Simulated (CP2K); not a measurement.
# TlI (thallium iodide) at revPBE-D3(BJ)/TZV2P-MOLOPT-PBE-GTH (core potential)

Aim: the vertical ionisation energy of TlI (thallium iodide) at revPBE-D3(BJ)/TZV2P-MOLOPT-PBE-GTH (core potential), from 2 runs. 

The results are computed with CP2K 2026.2.

1 further run of the same task is left out (set aside as unsound or not needed).

## (1) The system as given

TlI: 2 atoms, total charge 0, spin state singlet. SMILES: `[I][Tl]`. Geometry: relaxed at PBE0-D4/def2-TZVP.

Bond lengths: I1–Tl2 2.841 Å.

## (2) A single-point energy at revPBE-D3(BJ)/TZV2P-MOLOPT-PBE-GTH (core potential)

job.inp

```
&GLOBAL
 PROJECT job
 RUN_TYPE ENERGY
 PRINT_LEVEL MEDIUM
&END
&FORCE_EVAL
 METHOD Quickstep
 &DFT
  BASIS_SET_FILE_NAME BASIS_MOLOPT_UZH
  POTENTIAL_FILE_NAME POTENTIAL_UZH
  CHARGE 0
  MULTIPLICITY 1
  &QS
   METHOD GPW
   EPS_DEFAULT 1.0E-10
  &END
  &MGRID
   CUTOFF 400
   REL_CUTOFF 50
   NGRIDS 4
  &END
  &POISSON
   PERIODIC NONE
   POISSON_SOLVER MULTIPOLE
  &END
  &SCF
   SCF_GUESS ATOMIC
   EPS_SCF 1.0E-06
   MAX_SCF 80
   ADDED_MOS 5
   &DIAGONALIZATION
    ALGORITHM STANDARD
   &END
   &MIXING
    METHOD PULAY_MIXING
    ALPHA 0.3
    NBUFFER 4
   &END
  &END
  &XC
   &XC_FUNCTIONAL
    &PBE
     PARAMETRIZATION REVPBE
    &END
   &END
   &VDW_POTENTIAL
    POTENTIAL_TYPE PAIR_POTENTIAL
    &PAIR_POTENTIAL
     TYPE DFTD3(BJ)
     PARAMETER_FILE_NAME dftd3.dat
     REFERENCE_FUNCTIONAL revPBE
     R_CUTOFF 15
    &END
   &END
  &END
  &PRINT
   &MOMENTS
    PERIODIC F
    REFERENCE COM
    MAX_MOMENT 1
   &END
   &MO ON
    ENERGIES T
    OCCUPATION_NUMBERS T
    NDIGITS 6
    &EACH
     QS_SCF 0
    &END
    ADD_LAST NUMERIC
   &END
   &HIRSHFELD OFF
   &END
  &END
 &END
 &SUBSYS
  &CELL
   ABC [angstrom] 7 7 9.8
   PERIODIC NONE
  &END
  &COORD
   I      0.000000     0.000000    -0.008400
   Tl     0.000000     0.000000     2.832460
  &END
  &TOPOLOGY
   &CENTER_COORDINATES
   &END
  &END
  &KIND I
   BASIS_SET TZV2P-MOLOPT-PBE-GTH-q7
   POTENTIAL GTH-PBE-q7
  &END
  &KIND Tl
   BASIS_SET TZV2P-MOLOPT-PBE-GTH-q13
   POTENTIAL GTH-PBE-q13
  &END
 &END
&END
```

On the command line:

```console
$ OMP_NUM_THREADS=1 cp2k.psmp job.inp > job.out
```

The log of the run, shortened:

```text
CP2K| version string:                                       CP2K version 2026.2
[...]
 GLOBAL| Method name                                                        CP2K
[...]
 GLOBAL| Run type                                                         ENERGY
[...]
 DFT| Spin restricted Kohn-Sham (RKS) calculation                            RKS
 DFT| Multiplicity                                                             1
[...]
 DFT| Charge                                                                   0
[...]
 FUNCTIONAL| PBE:
[...]
 QS| Method:                                                                 GPW
[...]
 QS| Density cutoff [a.u.]:                                                200.0
[...]
 QS| Relative density cutoff [a.u.]:                                        25.0
[...]
                             - Atoms:                                          2
[...]
                             - Spherical basis functions:                     70
[...]
 Number of electrons:                                                         20
[...]
     1 NoMix/Diag. 0.30E+00    0.5     0.42202755       -61.3639827841 -6.14E+01
[...]
    16 Pulay/Diag. 0.30E+00    0.5     0.00000061       -61.4396787078 -1.25E-06
  *** SCF run converged in    16 steps ***
[...]
  Overlap energy of the core charge distribution:               0.00000000013470
  Self energy of the core charge distribution:               -111.36402811323084
  Core Hamiltonian energy:                                     30.45460485237014
  Hartree energy:                                              28.37330850453236
  Exchange-correlation energy:                                 -8.90049960895486
  Dispersion energy:                                           -0.00306434267532
  Total energy:                                               -61.43967870782382
[...]
                     Mulliken Population Analysis
 #  Atom  Element  Kind  Atomic population                           Net charge
       1     I        1          7.344284                             -0.344284
       2     Tl       2         12.655716                              0.344284
 # Total charge                             20.000000                 -0.000000
[...]
  Dipole moment [Debye]
    X= -0.3906255E-09 Y= -0.3906043E-09 Z=  0.4334806E+01  Total=      4.3348064
 ENERGY| Total FORCE_EVAL ( QS ) energy [hartree]            -61.439678707823816
[...]
```

Wall time 9.6 s (1 thread of Arm Neoverse V2, shared host); peak memory 0.64 GiB.

## (3) The doublet cation

molecule.inp

```
&FORCE_EVAL
  METHOD QS
  &DFT
    BASIS_SET_FILE_NAME BASIS_MOLOPT_UZH
    POTENTIAL_FILE_NAME POTENTIAL_UZH
    CHARGE 1
    MULTIPLICITY 2
    SPIN_POLARIZED T
    &QS
      METHOD GPW
      EPS_DEFAULT 1.0E-10
    &END QS
    # plane-wave cutoff in Ry
    &MGRID
      CUTOFF 400
      REL_CUTOFF 50
      NGRIDS 4
    &END MGRID
    &POISSON
      PERIODIC NONE
      POISSON_SOLVER MULTIPOLE
    &END POISSON
    # self-consistent field
    &SCF
      SCF_GUESS ATOMIC
      EPS_SCF 1.0E-06
      MAX_SCF 30
      &OT ON
        MINIMIZER DIIS
        PRECONDITIONER FULL_ALL
      &END OT
      &OUTER_SCF
        EPS_SCF 1.0E-06
        MAX_SCF 5
      &END OUTER_SCF
    &END SCF
    &XC
      &XC_FUNCTIONAL
        &PBE
          PARAMETRIZATION REVPBE
        &END PBE
      &END XC_FUNCTIONAL
      &VDW_POTENTIAL
        POTENTIAL_TYPE PAIR_POTENTIAL
        &PAIR_POTENTIAL
          TYPE DFTD3(BJ)
          PARAMETER_FILE_NAME dftd3.dat
          REFERENCE_FUNCTIONAL revPBE
          R_CUTOFF 15
        &END PAIR_POTENTIAL
      &END VDW_POTENTIAL
    &END XC
    &PRINT
      &MOMENTS
        PERIODIC F
        REFERENCE COM
        MAX_MOMENT 1
      &END MOMENTS
      &MO_CUBES
        NLUMO 3
        NHOMO -1
        WRITE_CUBE F
      &END MO_CUBES
      &HIRSHFELD OFF
      &END HIRSHFELD
    &END PRINT
  &END DFT
  &SUBSYS
    # box in angstrom
    &CELL
      ABC [angstrom] 7 7 9.8
      PERIODIC NONE
    &END CELL
    &COORD
      I      0.000000     0.000000    -0.008400
      Tl     0.000000     0.000000     2.832460
    &END COORD
    &TOPOLOGY
      &CENTER_COORDINATES
      &END CENTER_COORDINATES
    &END TOPOLOGY
    &KIND I
      BASIS_SET TZV2P-MOLOPT-PBE-GTH-q7
      POTENTIAL GTH-PBE-q7
    &END KIND
    &KIND Tl
      BASIS_SET TZV2P-MOLOPT-PBE-GTH-q13
      POTENTIAL GTH-PBE-q13
    &END KIND
  &END SUBSYS
&END FORCE_EVAL
&GLOBAL
  PROJECT molecule
  RUN_TYPE ENERGY
  PRINT_LEVEL MEDIUM
&END GLOBAL
```

On the command line:

```console
$ OMP_NUM_THREADS=1 cp2k.psmp molecule.inp > molecule.out
```

The log of the run, shortened:

```text
CP2K| version string:                                       CP2K version 2026.2
[...]
 GLOBAL| Method name                                                        CP2K
[...]
 GLOBAL| Run type                                                         ENERGY
[...]
 DFT| Spin unrestricted (spin-polarized) Kohn-Sham calculation               UKS
 DFT| Multiplicity                                                             2
[...]
 DFT| Charge                                                                   1
[...]
 FUNCTIONAL| PBE:
[...]
 QS| Method:                                                                 GPW
[...]
 QS| Density cutoff [a.u.]:                                                200.0
[...]
 QS| Relative density cutoff [a.u.]:                                        25.0
[...]
                             - Atoms:                                          2
[...]
                             - Spherical basis functions:                     70
[...]
 Number of electrons:                                                         10
[...]
     1 OT DIIS     0.15E+00    0.8     0.07921063       -60.1206328350 -6.01E+01
[...]
    30 OT DIIS     0.15E+00    0.9     0.00000048       -61.1228154983 -9.45E-09
  *** SCF run converged in    30 steps ***
[...]
  Overlap energy of the core charge distribution:               0.00000000013470
  Self energy of the core charge distribution:               -111.36402811323084
  Core Hamiltonian energy:                                     30.33435802875584
  Hartree energy:                                              28.56826524212150
  Exchange-correlation energy:                                 -8.65834631344193
  Dispersion energy:                                           -0.00306434267532
  Total energy:                                               -61.12281549833605
[...]
                     Mulliken Population Analysis
 #  Atom  Element  Kind  Atomic population (alpha,beta) Net charge  Spin moment
       1     I        1         3.816303     2.966129     0.217569     0.850174
       2     Tl       2         6.183697     6.033871     0.782431     0.149826
 # Total charge and spin       10.000000     9.000000     1.000000     1.000000
[...]
  Dipole moment [Debye]
    X=  0.1596361E+00 Y= -0.1548842E+00 Z=  0.1756462E+01  Total=      1.7704886
[...]
 HOMO - LUMO gap [eV] :    0.235349
 ENERGY| Total FORCE_EVAL ( QS ) energy [hartree]            -61.122815498336045
[...]
```

Run time: 81 s. Hardware: 1 thread of Arm Neoverse V2, shared host; peak memory 0.59 GiB.

## (4) Results

At revPBE-D3(BJ)/TZV2P-MOLOPT-PBE-GTH (core potential):

| quantity | value |
| --- | --- |
| singlet TlI: total energy | -61.43968 Eh |
| singlet TlI: dipole moment | 4.33 D |
| singlet TlI: HOMO energy | -5.56 eV |
| singlet TlI: LUMO energy | -2.26 eV |
| singlet TlI: HOMO–LUMO gap | 3.30 eV |
| singlet TlI: dispersion energy | -8.05 kJ/mol |
| doublet cation: total energy | -61.12282 Eh |
| doublet cation: HOMO energy (highest over α and β) | -11.83 eV |
| doublet cation: LUMO energy (lowest over α and β) | -11.59 eV |
| doublet cation: dispersion energy | -8.05 kJ/mol |
| doublet cation: ⟨S²⟩ | 0.754 |
| vertical ionisation energy (to the doublet cation) | 8.622 eV |

Removing an electron at fixed nuclei costs 8.62 eV (199 kcal/mol). −ε(HOMO) before ionisation, 5.56 eV, is 3.07 eV below this ionisation energy.
